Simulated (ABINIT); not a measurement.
Runs of ABINIT 10.8.3 (patched build) on Zr3S2. Symmetry: R32, No. 155, trigonal system. The conventional cell has a = 5.805 Å, b = 5.805 Å, c = 10.463 Å, α = 90.00°, β = 90.00°, γ = 120.00°. Around Zr (site symmetry 2) lie 4 S at 2.61 to 2.62 Å. S (site symmetry 3) has 6 Zr at 2.61 to 2.62 Å as nearest neighbours. The cell comes from a database or a generator and needn't be the stable form of this composition.

| task | level | potentials or basis | cell | k mesh | cutoff (eV) | fine-grid cutoff | cell freedom (optcell) | cutoff smearing ecutsm (Ha) | optimiser (ionmov) | force stop (Ha/bohr) | gap on the mesh (eV) | pressure (GPa) | largest force (eV/Å) |
| --- | --- | --- | --- | --- | --- | --- | --- | --- | --- | --- | --- | --- | --- |
| band structure | TB-mBJ | JTH PAW LDA v2.0 | as given | 5 × 5 × 5 | 653 | 1251.72 eV | - | - | - | - | none | - | - |
| relaxation of cell and atoms | LDA | JTH PAW LDA v2.0 | relaxed | 6 × 6 × 6 | 544 | 1088.46 eV | 2 | 0.5 | 2 | 0.0002 | none | 0.0 | 0.01 |
| band structure | PBE | JTH PAW PBE v2.0 | as given | 6 × 6 × 6 | 544 | 1088.46 eV | - | - | - | - | none | -1.1 | (a) |
| band structure | r2SCAN | JTH PAW PBE v2.0 | as given | 6 × 6 × 6 | 653 | 1251.72 eV | - | - | - | - | none | -0.9 | 0.08 |

Alike in all rows: no spin polarisation; smearing fermi-dirac 0.05 eV.

**Question.** Fill in the values left out.

**Answer.** (a) 0.06.

Caveats: the PAW data sets were made with another functional, which shifts forces and pressure a little (some runs); the constant c of TB-mBJ comes from the pseudo density here, which moves gaps by up to 0.3 eV between sets of potentials (some runs).

A k mesh can miss the band edges, and the runs leave out spin-orbit coupling on Zr.

A gap of «none» marks a metal or a gap under the smearing width.
